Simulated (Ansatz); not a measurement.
# C3H6AlCl: small, medium and large basis sets

An exercise on one series of results from a longer session: the logs are not shown, and one member is left open.

Method: one geometry, several basis sets; program: Ansatz 0.2.0, Gaussian basis.

Levels to be run: PBE0-D4/def2-SVP; ωB97M-V/def2-SVP; PBE0-D4/def2-QZVPP; ωB97M-V/def2-QZVPP; the functionals' def2-TZVPP values are taken from earlier runs.

## The geometry

All runs share one geometry, relaxed beforehand with PBE0-D4 in a triple-zeta def2 set.

SMILES `C=C[CH2][AlH][Cl]`, 11 atoms, charge 0, spin multiplicity 1.

Atoms are counted from 1 here; the program's logs count them from 0.

Bond lengths: C1–C2 1.355 Å, C1–H6 1.082 Å, C1–H7 1.087 Å, C2–C3 1.466 Å, C2–H8 1.089 Å, C3–Al4 1.986 Å, C3–H9 1.084 Å, C3–H10 1.090 Å, Al4–Cl5 2.114 Å, Al4–H11 1.571 Å. Angles: C2–C1–H6 120.8°, C2–C1–H7 121.8°, H6–C1–H7 117.1°, C1–C2–C3 125.2°, C1–C2–H8 116.8°, C3–C2–H8 116.4°, C2–C3–Al4 79.4°, C2–C3–H9 115.3°, C2–C3–H10 115.1°, Al4–C3–H9 123.5°, Al4–C3–H10 106.7°, H9–C3–H10 112.9°, C3–Al4–Cl5 115.2°, C3–Al4–H11 124.7°, Cl5–Al4–H11 119.4°.

Coordinates:

```tsv
atom	x (Å)	y (Å)	z (Å)
C1	-1.02580	0.31794	0.94871
C2	0.09271	-0.44230	0.86752
C3	1.30253	-0.08660	0.12082
Al4	-0.03465	-0.12642	-1.34666
Cl5	-0.46356	1.74833	-2.22467
H6	-1.93565	-0.07918	1.37881
H7	-1.02271	1.37142	0.68233
H8	0.00339	-1.48277	1.17717
H9	2.12119	-0.79179	0.20237
H10	1.62274	0.95012	0.22533
H11	-0.59469	-1.43565	-2.01113
```

Set-up of the first run:

in.yaml

```yaml
crystal:
  periodic: [false, false, false]
  atoms:
    - {symbol: C, position_ang: [-1.025803, 0.317945, 0.948712]}
    - {symbol: C, position_ang: [0.092709, -0.442303, 0.867524]}
    - {symbol: C, position_ang: [1.302526, -0.086598, 0.120816]}
    - {symbol: Al, position_ang: [-0.034647, -0.126419, -1.346657]}
    - {symbol: Cl, position_ang: [-0.463562, 1.748328, -2.224669]}
    - {symbol: H, position_ang: [-1.935645, -0.079184, 1.378810]}
    - {symbol: H, position_ang: [-1.022712, 1.371415, 0.682330]}
    - {symbol: H, position_ang: [0.003394, -1.482767, 1.177166]}
    - {symbol: H, position_ang: [2.121194, -0.791788, 0.202368]}
    - {symbol: H, position_ang: [1.622737, 0.950124, 0.225328]}
    - {symbol: H, position_ang: [-0.594691, -1.435654, -2.011128]}
basis:
  gaussian: {orbitals: def2-SVP}
hamiltonian: {xc: pbe0, dispersion: d4}
output: {orbitals: {seedname: orbitals}}
```

Launch:

```bash
> ansatz run in.yaml --threads 4 --pin off --events-out ev --progress --plain --max-ram 10444MiB
```

Steps of the session up to this table: PBE0-D4 in def2-SVP; ωB97M-V in def2-SVP; PBE0-D4 in def2-QZVPP; ωB97M-V in def2-QZVPP.

One table of the session follows, with a row left open; its other results are not shown here.

It belongs to the step «Density functionals: the series». 

```
functional       basis  HOMO (eV)
   PBE0-D4    def2-SVP      -7.12
   PBE0-D4  def2-TZVPP      -7.14
   PBE0-D4  def2-QZVPP      -7.15
   ωB97M-V    def2-SVP      -9.19
   ωB97M-V  def2-TZVPP      -9.23
   ωB97M-V  def2-QZVPP          ?
```

**Question.** Estimate the row for ωB97M-V, def2-QZVPP.

The run gave: HOMO (eV): -9.24. In the column «HOMO (eV)» it is the lowest.
